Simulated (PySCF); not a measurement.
**HgB: changing the method**

Starting from one script, swap the method and compare what comes out for HgB.

Computed with PySCF 2.14.0. Level: method and basis as typed in the scripts.

5 further runs of the same task are left out: 5 that didn't finish.

### Step 1. The starting structure

HgB: 2 atoms, charge 0, spin multiplicity 2.

Bond lengths: Hg1–B2 2.190 Å.

### Step 2. Base script

Input file input.py:

```python
from pyscf import gto, scf

mol = gto.M(
    atom='Hg 0 0 0; B 0 0 2.19',
    basis='sbkjc',
    ecp={'Hg': 'sbkjc', 'B': 'sbkjc'},
    charge=0,
    spin=1,
    symmetry=True,
    verbose=4,
)
mf = scf.UHF(mol)
mf = mf.newton()
mf.kernel()
mf.dip_moment()
print('orbital energies (hartree):', [e[max(0, n-3):n+3].round(4) for e, n in zip(mf.mo_energy, mol.nelec)])
```

On the command line:

```
> OMP_NUM_THREADS=1 python input.py
```

### Step 3. Stability test

Edit 1 changes step after the SCF: none → stability; point-group symmetry: on → off.

input.py: that of step 2 with these lines changed.

```diff
@@ -8,3 +8,2 @@
     spin=1,
-    symmetry=True,
     verbose=4,
@@ -14,2 +13,3 @@
 mf.kernel()
+mf.stability(internal=True, external=True)
 mf.dip_moment()
```

### Step 4. MP2

Edit 2 changes step after the SCF: none → mp2.

input.py: that of step 2 with these lines changed.

```diff
@@ -1,2 +1,2 @@
-from pyscf import gto, scf
+from pyscf import gto, scf, mp
 
@@ -14,2 +14,3 @@
 mf.kernel()
+mp.MP2(mf).kernel()
 mf.dip_moment()
```

### Step 5. RHF

Edit 3 changes SCF type: UHF → RHF.

Input file input.py:

```python
from pyscf import gto, scf

mol = gto.M(
    atom='Hg 0 0 0; B 0 0 2.19',
    basis='sbkjc',
    ecp={'Hg': 'sbkjc', 'B': 'sbkjc'},
    charge=0,
    spin=1,
    symmetry=True,
    verbose=4,
)
mf = scf.RHF(mol)
mf = mf.newton()
mf.kernel()
mf.dip_moment()
print('orbital energies (hartree):', mf.mo_energy[..., max(0, mol.nelec[1]-3):mol.nelec[0]+3].round(4))
```

### Step 6. B3lyp5 (UKS)

Edit 4 changes functional: none (Hartree–Fock) → b3lyp5; SCF type: UHF → UKS; step after the SCF: none → analyze.

input.py: that of step 2 with these lines changed.

```diff
@@ -1,2 +1,2 @@
-from pyscf import gto, scf
+from pyscf import gto, dft
 
@@ -11,5 +11,6 @@
 )
-mf = scf.UHF(mol)
+mf = dft.UKS(mol, xc='b3lyp5')
 mf = mf.newton()
 mf.kernel()
+mf.mulliken_pop()
 mf.dip_moment()
```

Before running it: what results should come out? Wanted: for each run, E(SCF); from base; gap, α spin; SCF dipole; after the SCF.

As calculated:

| run | E(SCF) (hartree) | from base (eV) | cycles | gap, α spin (eV) | SCF dipole (D) | after the SCF |
| --- | --- | --- | --- | --- | --- | --- |
| base | -153.071281 | 0 | 6 macro | -11.96 | 0.71 | n/a |
| stability test | -155.358633 | -62.2420 | 13 macro | 8.33 | 1.03 | stable |
| MP2 | -153.071281 | 0.0000 | 6 macro | -11.96 | 0.71 | MP2 correlation -7.098 eV |
| RHF | -153.067816 | +0.0943 | 5 macro | n/a | 0.76 | n/a |
| b3lyp5 (UKS) | -154.023349 | not comparable | 5 macro | -21.68 | 0.10 | n/a |

What this shows: A lower total energy from another functional means nothing by itself. The dearest run is “b3lyp5 (UKS)”, at 16 s against 1.4 s.
